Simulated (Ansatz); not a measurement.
# Si (Fd-3m): relaxation of cell and ions, by script

What cell does Si (Fd-3m) relax to? The task is a relaxation of cell and ions, for Si (Fd-3m).

The COD entry's cell or inner coordinates are ideal or old and differ from later refinements, so a difference from it is no clean test against experiment.

Program: Ansatz 0.2.0 through its Python package. Level of theory: DFT PBE, plane waves, PAW. These are calculated values, not measurements.

### Step 1. The structure

Symmetry: Fd-3m, No. 227, cubic system. The conventional cell has a = 5.427 Å, b = 5.427 Å, c = 5.427 Å, α = 90.00°, β = 90.00°, γ = 90.00°. Si (site symmetry -43m) has 4 Si at 2.35 Å as nearest neighbours.

The script holds or builds the structure itself.

### Step 2. Script

Input file si.py:

```python
"""Relax cell and ions of Si."""

import itertools
import logging
import sys
import warnings

import ansatz as az
from ase import Atoms
from ase.neighborlist import neighbor_list
import matplotlib.pyplot as plt
import numpy as np
from pymatgen.core import Structure
from pymatgen.symmetry.analyzer import SpacegroupAnalyzer

logging.basicConfig(stream=sys.stdout, format="%(levelname)s:%(name)s:%(message)s")
logger = logging.getLogger("si")
logger.setLevel(logging.INFO)

def edges_and_angles(cell):
    cell = np.asarray(cell)
    a, b, c = np.linalg.norm(cell, axis=1)
    cosines = cell[1] @ cell[2] / (b * c), cell[0] @ cell[2] / (a * c), cell[0] @ cell[1] / (a * b)
    return (a, b, c, *np.degrees(np.arccos(cosines)))


def main() -> None:
    warnings.simplefilter("ignore", az.DeckWarning)

    structure = (
        az.Lattice.from_parameters(3.837553, 3.837553, 3.837553, alpha=60.0, beta=60.0, gamma=60.0)
        .atom("Si", [0.75, 0.75, 0.75])
        .atom("Si", [0.5, 0.5, 0.5])
    )

    # part of the cell is held
    calc = (
        structure.calculation()
        .functional("pbe")
        .kpoints(6, 6, 6)
        .occupations("fixed")
        .relax(max_steps=40, fix_cell=["a", "angles"], stress_tolerance=0.05)
        .density()
    )
    steps = []


    def collect(event):
        if event["event"] == "relax_step":
            steps.append(event["data"])


    outcome = calc.session().plan().execute(on_event=collect)
    summary = outcome.report
    for s in steps:
        flag = "" if s["accepted"] else "  (rejected)"
        logger.info("step %2d  E = %.5f eV  largest force component = %.4f eV/A%s" % (s["step"], s["lagrangian_ev"], s["allowed_force_max_ev_ang"], flag))

    first, last = steps[0], steps[-1]
    symbols = [site.symbol for site in outcome.lattice.sites]
    logger.info(f"energy gained {first['lagrangian_ev'] - last['lagrangian_ev']:.4f} eV in {len(steps) - 1} steps")
    for label, vectors in (("before", first["cell_ang"]), ("after", outcome.lattice.cell_ang)):
        print(label, "a b c (A) {:.4f} {:.4f} {:.4f}  angles {:.2f} {:.2f} {:.2f}".format(*edges_and_angles(vectors)), f" V = {abs(np.linalg.det(vectors)):.3f} A^3")
    print("final stress xx yy zz (GPa, compression positive):", np.round(np.diag(summary["stress_gpa"]), 3) + 0.0)

    logger.info("atom   start x y z (A)              end x y z (A)")
    for symbol, a, b in zip(symbols, first["positions_ang"], last["positions_ang"]):
        print(f"{symbol:3s}", " ".join(f"{v:8.4f}" for v in a), "  ", " ".join(f"{v:8.4f}" for v in b))

    fig, (top, bottom) = plt.subplots(2, 1, sharex=True, figsize=(4.5, 4))
    top.plot([s["lagrangian_ev"] - last["lagrangian_ev"] for s in steps], "o-")
    top.set_ylabel("E - E(final) (eV)")
    bottom.semilogy([max(s["allowed_force_max_ev_ang"], 1e-6) for s in steps], "s-")
    bottom.set(xlabel="step", ylabel="largest force (eV/A)")
    fig.tight_layout()
    fig.savefig("relax.png", dpi=100)

    final = Atoms(symbols, positions=last["positions_ang"], cell=outcome.lattice.cell_ang, pbc=True)
    i, j, d = neighbor_list("ijd", final, 4.5)
    logger.info("neighbours within 1.15 times the shortest distance of each atom (A)")
    for atom in range(len(final)):
        near = [m for m in np.argsort(d) if i[m] == atom]
        shell = [m for m in near if d[m] < 1.15 * d[near[0]]]
        print(f"{symbols[atom]}{atom} ({len(shell)}):", ", ".join(f"{symbols[j[m]]} {d[m]:.3f}" for m in shell))

    energy = summary["free_energy_ev"]
    logger.info("Si: {:.6f} eV = {:.6f} Ry = {:.6f} Ha".format(energy, energy / 13.605693, energy / 27.211386))
    logger.info("Fermi level {:.4f} eV, {} k-points, {} symmetry operations".format(summary["fermi_energy_ev"], summary["n_kpoints"], summary["n_symmetry_ops"]))

    # valence electrons inside a sphere about each atom
    rho = outcome.density()
    total = sum(channel.density_e_per_ang3 for channel in rho.channels[:2])
    grid_cell = np.asarray(rho.fft_grid_basis) @ outcome.lattice.cell_ang
    mesh = np.stack(np.meshgrid(*[np.arange(n) / n for n in rho.dims], indexing="ij"), axis=-1)
    for site in outcome.lattice.sites:
        offset = mesh - site.position_ang @ np.linalg.inv(grid_cell)
        offset -= offset.round()
        distance = np.min([np.linalg.norm((offset + shift) @ grid_cell, axis=-1) for shift in itertools.product((-1, 0, 1), repeat=3)], axis=0)
        inside = [total[distance < radius].sum() * rho.cell_volume_ang3 / total.size for radius in (0.8, 1.0, 1.2)]
        print(site.symbol, "electrons within 0.8, 1.0, 1.2 A:", np.round(inside, 2))

    final = Structure(outcome.lattice.cell_ang, [s.symbol for s in outcome.lattice.sites], [s.position_frac for s in outcome.lattice.sites])
    analyser = SpacegroupAnalyzer(final, symprec=0.01)
    standard = analyser.get_conventional_standard_structure()
    print(analyser.get_crystal_system(), analyser.get_space_group_symbol(), len(standard), "atoms in the conventional cell")
    print("a b c (A):", [round(x, 4) for x in standard.lattice.abc], " angles:", [round(x, 2) for x in standard.lattice.angles])
    logger.info(f"mass density {float(final.density):.3f} g/cm^3")


if __name__ == "__main__":
    main()
```

### Step 3. The calls as engine input

The package turns the script's settings into the engine's input:

```yaml
crystal:
  lattice:
    a: 3.837553
    b: 3.837553
    c: 3.837553
    alpha: 60.0
    beta: 60.0
    gamma: 60.0
  atoms:
    - { symbol: Si, position: [0.75, 0.75, 0.75] }
    - { symbol: Si, position: [0.5, 0.5, 0.5] }
kpoints:
  mp_grid:
    grid: [6, 6, 6]
hamiltonian:
  xc: pbe
scf:
  occupations:
    method: fixed
relax:
  max_steps: 40
  cell:
    stress_tol: 0.05
    fix: [a, angles]
output:
  write_density: true
```

### Step 4. Launch

On the command line:

```sh
> python si.py
```

Q: Predict the main results. Wanted: free energy; moves of the relaxation; energy gained; last largest force component; relaxed conventional cell; space group at the end.

As calculated:

| quantity | value |
| --- | --- |
| free energy | -1271.5950 eV (-635.7975 eV/atom) |
| moves of the relaxation | 2 |
| energy gained (ahead of the last change of basis) | 2.5 meV/atom |
| last largest force component | 0.0044 eV/Å |
| relaxed conventional cell | a = 6.667 Å, b = 3.872 Å, c = 3.838 Å, α = 90.00°, β = 124.78°, γ = 90.00° |
| space group at the end | R-3m |

In words: The volume grew by 1.8 % over 2 moves, and within 0.02 Å the space group became R-3m. Held cell parameters can themselves lower the symmetry. Forces vanish by symmetry, so the ions can't move, and the end may be a saddle. Part of the cell is held or a pressure is applied, so the end point needn't be the zero-pressure lattice. The Fermi level of a run with fixed occupations marks the highest occupied state on its mesh, not mid-gap. Only differences from the Fermi energy are physical; the zero of the scale is a convention. Energies along a relaxation are free energies. Rows at an unchanged volume are solved on a plane-wave basis chosen afresh for that cell, so the energy jumps there and such rows are no steps of the walk. Edges and angles that the script prints are those of the cell as typed, here a primitive one. Of the deposited cell: the entry's cell lengths or inner coordinates differ somewhat from later room-temperature determinations. The cell relaxed to the group R-3m; tensors and edges are in the axes of the typed cell. Densities and potentials on the grid are those of the valence electrons, and inside the cores they hang on the potentials used.
